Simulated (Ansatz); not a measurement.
# AlSi16: the cost of one run

Program: Ansatz 0.2.0. Level of theory: DFT PBE+D3(BJ), plane waves, PAW, scalar-relativistic, collinear spin. These are calculated values, not measurements.

## Step 1: The starting structure

The cell holds 17 atoms (AlSi16): a = 7.679 Å, b = 7.679 Å, c = 7.679 Å, α = 60.00°, β = 60.00°, γ = 60.00°.

Its coordinates follow in the input file.

## Step 2: Preparing the start

input.yaml

```yaml
accuracy: low
crystal:
  lattice:
    - [0.0, 5.43, 5.43]
    - [5.43, 0.0, 5.43]
    - [5.43, 5.43, 0.0]
  atoms:
    - { symbol: Si, position: [0.0, 0.0, 0.0] }
    - { symbol: Si, position: [0.125, 0.125, 0.125] }
    - { symbol: Si, position: [0.0, 0.0, 0.5] }
    - { symbol: Si, position: [0.125, 0.125, 0.625] }
    - { symbol: Si, position: [0.0, 0.5, 0.0] }
    - { symbol: Si, position: [0.125, 0.625, 0.125] }
    - { symbol: Si, position: [0.0, 0.5, 0.5] }
    - { symbol: Si, position: [0.125, 0.625, 0.625] }
    - { symbol: Si, position: [0.5, 0.0, 0.0] }
    - { symbol: Si, position: [0.625, 0.125, 0.125] }
    - { symbol: Si, position: [0.5, 0.0, 0.5] }
    - { symbol: Si, position: [0.625, 0.125, 0.625] }
    - { symbol: Si, position: [0.5, 0.5, 0.0] }
    - { symbol: Si, position: [0.625, 0.625, 0.125] }
    - { symbol: Si, position: [0.5, 0.5, 0.5] }
    - { symbol: Si, position: [0.625, 0.625, 0.625] }
    - { symbol: Al, position: [0.8026206, 0.308936, 0.0788746], spin: 1.0 }
magnetization:
  spin_polarized: true
basis:
  ecutwfc: 420.0
kpoints:
  mp_grid: { grid: [2, 2, 2] }
hamiltonian:
  xc: pbe
  dispersion: d3bj
  pseudopotentials: { kind: paw, azcp: { folder: soft_1 } }
scf:
  occupations: { method: fermi_dirac, width: 0.05 }
  lower_state_search: "off"
relax:
  f_tol: 0.08
  max_steps: 25
  adjacent_minimum: "off"
output:
  write_density: true
  write_potential: true
  elf: true
  volumetric_format: npy
```

Started as:

```console
$ ansatz run input.yaml --threads 1 --pin off --max-ram 3072MiB --backend cpu --events-out ev --progress --plain --runs-dir out
```

What time and memory should one allow on 1 thread of Arm Neoverse V2, shared host?

About 2.9 min, with a peak of 0.66 GiB.
